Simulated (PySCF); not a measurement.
# [IrH2]+: singlet, from a bent start

The task is one start of a wider search on [IrH2]+: the singlet, built as bent. It is relaxed, tested by its Hessian and followed downhill if it is a saddle.

The runs use PySCF 2.14.0; PBE0, basis Ir def2-TZVP with ECP60, H def2-TZVP, scalar-relativistic core potentials, no spin–orbit coupling, density fitting.

## Step 1: The starting structure

3 atoms, charge 1, spin multiplicity 1.

Bond lengths: Ir1–H2 1.509 Å, Ir1–H3 1.509 Å. Angles: H2–Ir1–H3 110.0°.

Coordinates in bohr (charge 1 multiplicity 1):
```
Ir    0.0000    0.0000    0.0000
H     2.3363    0.0000    1.6357
H    -2.3363    0.0000    1.6357
```

## Step 2: The SCF at the typed geometry

One driver script runs all steps and calls PySCF; scf.py shows how it sets up the SCF of each step. The optimiser is the driver's own. After this first run the driver tries any further starts and a stability analysis.

scf.py

```python
from pyscf import gto, scf, dft
mol = gto.M(atom='''
Ir     0.000000     0.000000     0.000000
H      1.236300     0.000000     0.865600
H     -1.236300     0.000000     0.865600''',
    basis={'Ir': 'def2-TZVP', 'H': 'def2-TZVP'},
    ecp={'Ir': 'def2-TZVP'},
    charge=1, spin=0)
mf = dft.RKS(mol, xc='PBE0')
mf.grids.atom_grid = (50, 194)
aux = {'Ir': 'def2-universal-JKFIT', 'H': 'def2-universal-JKFIT'}
mf = mf.density_fit(auxbasis=aux)
mf.conv_tol = 1e-08
mf.diis_space = 10
mf.max_cycle = 60
mf.init_guess = 'minao'
mf.verbose = 4
mf.kernel()
```

Command:

```
> OMP_NUM_THREADS=2 python axn.py task.json out
```

The runs that follow: Relaxation: bent start, singlet; Hessian and properties; A spin-polarised start; Hessian and properties.

What does the calculation give? Wanted: minimum; geometry; wavenumbers; dipole moment; highest occupied, lowest empty level; polar-tensor charge of Ir1; zero-point energy; ⟨S²⟩.

**Answer**, as computed:

| quantity | value |
| --- | --- |
| minimum | broken-symmetry (Ms = 0), C2v |
| geometry | Ir–H 1.540 Å (×2); H–Ir–H 66.1° |
| wavenumbers (cm⁻¹) | 657, 2400, 2407 |
| dipole moment (centre of mass) | 0.50 D |
| highest occupied, lowest empty level (either spin) | -15.43, -11.30 eV |
| polar-tensor charge of Ir1 | +0.86 e |
| zero-point energy | 32.7 kJ/mol |
| entropy at 298.15 K | 231.8 J/(mol K) |
| ⟨S²⟩ | 0.960 |

In words: The bent start keeps its C2v symmetry and ends in a minimum. The determinant is spin-contaminated (⟨S²⟩ = 0.96 against 0.00), so it is no pure spin state. The strongest infrared band lies at 2407 cm⁻¹ (stretch). Other starts or spin states, not run here, may lie lower. The SCF density has lower symmetry than the nuclear frame. A two-component treatment could change these values noticeably.
